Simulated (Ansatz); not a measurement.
# AlClFH3O: the cost of one run

All numbers below are computed with Ansatz 0.2.0 (RKS PBE-D4/def2-SVP).

## 1. The starting structure

Bond lengths: Al1–O3 1.780 Å, O3–H4 1.010 Å, Al1–F5 1.690 Å, Al1–Cl6 2.530 Å. Angles: Al1–O3–H4 109.5°, O3–Al1–F5 120.0°, O3–Al1–Cl6 96.8°, F5–Al1–Cl6 101.3°.

As a file:

```xyz
7

Al    0.0000    0.0000    0.0000
H     0.0000    0.0000    1.9100
O     1.5415    0.0000   -0.8900
H     1.8414   -0.9519   -1.0449
F    -1.4635    0.0000   -0.8450
Cl    0.1134    2.3983    0.7978
H     0.0464    0.9821    1.9502
```

## 2. Pulling towards end A

Springs on the bonds that form and break draw the guess towards this end; the thresholds are loose.

input.yaml reads:

```yaml
crystal:
  periodic: [false, false, false]
  atoms:
    - { symbol: Al, position_ang: [0.0, 0.0, 0.0] }
    - { symbol: H, position_ang: [0.0, 0.0, 1.91] }
    - { symbol: O, position_ang: [1.5415, 0.0, -0.89] }
    - { symbol: H, position_ang: [1.8414, -0.9519, -1.0449] }
    - { symbol: F, position_ang: [-1.4635, 0.0, -0.845] }
    - { symbol: Cl, position_ang: [0.1134, 2.3983, 0.7978] }
    - { symbol: H, position_ang: [0.0464, 0.9821, 1.9502] }
basis:
  gaussian: { orbitals: def2-SVP }
hamiltonian:
  xc: pbe
  dispersion: d4
relax:
  f_tol: 0.15
  max_steps: 25
  restrain:
    - { distance: [0, 5], at: 3.43, k: 30.0 }
    - { distance: [6, 1], at: 1.86, k: 30.0 }
    - { distance: [0, 1], at: 1.56, k: 30.0 }
    - { distance: [6, 5], at: 1.37, k: 30.0 }
output:
  orbitals: {}
```

Launch:

```sh
$ ansatz run input.yaml --threads 1 --pin off --max-ram 2048MiB --backend cpu --events-out ev --progress --plain --runs-dir out
```

Q: Estimate wall time and peak memory on 1 thread of Intel Xeon Platinum 8175M at 2.50GHz (Skylake/Cascade Lake), shared host.

About 33 s, with a peak of 0.16 GiB.
